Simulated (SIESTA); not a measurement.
The system is MgSn2N2.

```
Sn Mg N
1.0
     3.36055    0.00000    0.00000
     0.00000    3.36055    0.00000
     0.00000    0.00000    8.18839
Sn Mg N
2 1 2
Direct
  0.00000 0.00000 0.30786
  0.00000 0.00000 0.69214
  0.50000 0.50000 0.00000
  0.50000 0.00000 0.84730
  0.00000 0.50000 0.15270
```

The cell comes from a database or a generator and needn't be the stable form of this composition.

```yaml
Program: SIESTA 5.4.2
Task: single point
Functional: PBE
Potentials_or_basis: PseudoDojo 0.4 standard (PBE files)
Basis: DZP (energy shift 0.003 Ry; two zetas on semicore shells)
Grid_cutoff: 800 Ry
Energy_shift: 0.003 Ry
k_mesh: 8 × 8 × 4
Occupations: fermi-dirac, width 0.05 eV
Spin: no spin polarisation
```

On this cell: pressure 2.7 GPa; largest force 0.551 eV/Å; band gap on the k mesh none (metal or under the smearing width).

The same run follows on a disturbed copy (atoms moved at random, drawn with an rms of 0.05 Å):

```
Sn Mg N
1.0
     3.36055    0.00000    0.00000
     0.00000    3.36055    0.00000
     0.00000    0.00000    8.18839
Sn Mg N
2 1 2
Direct
  0.99056 0.99028 0.30390
  0.00937 0.99054 0.68735
  0.49931 0.50341 0.00572
  0.49885 0.98327 0.84892
  0.99788 0.49279 0.15179
```

Q: What changes?

A: The energy (extrapolated to zero smearing) moves by +10.5 meV/atom; pressure 2.6 GPa; largest force 0.981 eV/Å; band gap on the k mesh none (metal or under the smearing width).

Forces in eV/Å, atoms in the order of the input:
```
Sn  -0.043  0.127  0.972
Sn  -0.346  0.026  0.165
Mg  -0.045 -0.492 -0.676
N    0.351  0.444 -0.085
N    0.086 -0.109 -0.370
```

Stress tensor (GPa, compression positive):
```
 2.14 -0.02  1.01
-0.02  3.78 -0.50
 1.01 -0.50  1.89
```

Caveats: the basis of atomic orbitals isn't converged, which shifts pressures, moduli and gaps.
